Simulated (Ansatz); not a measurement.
# GeN− (triplet): from Hartree-Fock to the top rungs, aug-cc-pVDZ

An exercise on one series of results from a longer session: the logs are not shown, and one member is left open.

Method: aug-cc-pVDZ, core rule «outside noble gas», up to 15 orbitals frozen; program: Ansatz 0.2.0, Gaussian basis.

The runs, in order: UHF; CCSD(T) on ROHF; CCSD(T) on UHF; BCCD(T) on ROHF; CISD as a restricted active space (open shells left free, so some higher excitations enter); CCSDT(Q) on ROHF; CCSDT(Q) on UHF; CASSCF and MRCISD+Q, 10 electrons in 8 orbitals; CASSCF and NEVPT2, 10 electrons in 8 orbitals.

11 further runs of the same task are left out: 2 that didn't finish, 9 set aside as unsound or not needed. Runs told in other sessions of the task aren't counted.

## What is computed

The geometry is a PBE0/def2-TZVPD stationary point (not a proven minimum). No spin-orbit coupling is included. The filled d shell of Ge may be among the frozen orbitals whatever the setting's name suggests.

2 atoms, charge -1, spin multiplicity 3.

Atoms are counted from 1 here; the program's logs count them from 0.

Bond lengths: Ge1–N2 1.821 Å.

The first run:

in.yaml reads:

```yaml
crystal:
  periodic: [false, false, false]
  atoms:
    - {symbol: Ge, position_ang: [0.000000, 0.000000, 0.000000]}
    - {symbol: N, position_ang: [0.000000, 0.000000, 1.821500]}
basis:
  gaussian: {orbitals: aug-cc-pVDZ}
total_charge: -1
magnetization: {spin_polarized: true, initial_magnetization: 2}
hamiltonian: {xc: hf}
output: {orbitals: {seedname: orbitals}}
```

Started as:

```
$ ansatz run in.yaml --threads 1 --pin off --events-out ev --progress --plain --max-ram 2393MiB
```

Among the steps run: UHF; CCSD(T) on ROHF; CCSD(T) on UHF; BCCD(T) on ROHF; CISD as a restricted active space (open shells left free, so some higher excitations enter); CCSDT(Q) on ROHF; CCSDT(Q) on UHF; CASSCF and MRCISD+Q, 10 electrons in 8 orbitals; CASSCF and NEVPT2, 10 electrons in 8 orbitals.

One table of the session follows, with a row left open; its other results are not shown here.

It belongs to the step «Misses and costs». 

```
          method  from RCCSDT(Q) (kcal/mol)
            ROHF                    +176.43
             UHF                    +162.15
            RMP2                     +29.79
            UMP2                     +46.88
           RCCSD                     +17.00
           UCCSD                     +17.07
        RCCSD(T)                      +7.98
        UCCSD(T)                      +9.08
         BCCD(T)                      +8.12
          RCCSDT                      +3.38
          UCCSDT                          ?
       RCCSDT(Q)                          0
       UCCSDT(Q)                      -0.77
  CASSCF valence                    +126.26
  NEVPT2 valence                     +30.39
  MRCISD valence                     +15.08
MRCISD+Q valence                      +4.43
```

Q: Estimate the row for UCCSDT from the others.

The run gave: from RCCSDT(Q) (kcal/mol): +3.50. In the column «from RCCSDT(Q) (kcal/mol)» it lies between RCCSDT (+3.38) and MRCISD+Q valence (+4.43).

Not comparable, so not listed: CISD as a restricted active space (open shells left free, so some higher excitations enter) (they don't share determinant, frozen orbitals or solution with the rows shown, or repeat one).

Caveats from the session: The determinant of HF (⟨S²⟩ 2.65) is far from a pure spin state, so its energy mixes those of several spin states; that is harmless only where they are near-degenerate. The determinant of CCSD(T) (⟨S²⟩ 2.65) is far from a pure spin state, so its energy mixes those of several spin states; high orders of coupled cluster remove much of that, low ones don't. The determinant of CCSDT(Q) (⟨S²⟩ 2.65) is far from a pure spin state, so its energy mixes those of several spin states; high orders of coupled cluster remove much of that, low ones don't. Restricted and unrestricted rows rest on different reference determinants; a gap between their highest levels can come from leftover correlation error, from unlike frozen cores or from another state.
